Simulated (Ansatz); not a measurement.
Predict the output of the script below (Ansatz 0.2.0, Python API).

Script `run_spin.py`:
```python
# -*- coding: utf-8 -*-
import warnings

import ansatz as az

BASIS = "aug-cc-pVDZ"
FUNCTIONAL = "pbe0"

warnings.simplefilter("ignore", az.DeckWarning)

geometry = (
    az.Crystal.molecule()
    .atom("C", (0.8144, 0.837, -1.2793))
    .atom("C", (-0.1968, 0.6728, -0.4397))
    .atom("Si", (-0.1386, -0.6705, 0.7553))
    .atom("Cl", (-1.9807, -1.2549, 0.9656))
    .atom("H", (1.5491, 1.0494, -2.0152))
    .atom("H", (-1.0689, 1.328, -0.4241))
    .atom("H", (0.3931, -0.2002, 2.0998))
    .atom("H", (0.7208, -1.8187, 0.2819))
)

calc = (
    geometry.calculation()
    .basis(gaussian=BASIS)
    .functional(FUNCTIONAL)
)
found = {}
for unpaired in [1, 3, 5]:
    rep = calc.spin("collinear", total=unpaired).run(threads=1).report
    s = unpaired / 2
    found[unpaired] = rep["free_energy_ev"]
    print(f"2S+1 = {unpaired + 1}: E = {found[unpaired]:.5f} eV, <S^2> = {abs(rep['mean_field']['state']['spin_squared']):.3f} (pure state {s * (s + 1):.2f})")
lowest = min(found, key=found.get)
for unpaired, e in found.items():
    print(f"multiplicity {unpaired + 1}: {96.485332 * (e - found[lowest]):.1f} kJ/mol above the lowest")
```

```console
$ python run_spin.py
2S+1 = 2: E = -22527.64334 eV, <S^2> = 0.766 (pure state 0.75)
2S+1 = 4: E = -22523.68597 eV, <S^2> = 3.763 (pure state 3.75)
2S+1 = 6: E = -22516.32477 eV, <S^2> = 8.769 (pure state 8.75)
multiplicity 2: 0.0 kJ/mol above the lowest
multiplicity 4: 381.8 kJ/mol above the lowest
multiplicity 6: 1092.1 kJ/mol above the lowest
```

In order: multiplicity 2 (+0.00 eV), multiplicity 4 (+3.96 eV) and multiplicity 6 (+11.32 eV), all at the one geometry.

What to keep in mind:
- Total energies depend on the basis set; only differences at equal settings carry meaning.
- The geometry is a force-field or estimated start, not a minimum of this method, and the basis set is short of its limit. All parts are taken at fixed geometry, without zero-point energy.
- The species is open-shell (spin multiplicity 2).
- Finished in 68 s on 1 thread of Arm Neoverse V1, with other jobs on the host, peak memory 0.66 GiB.
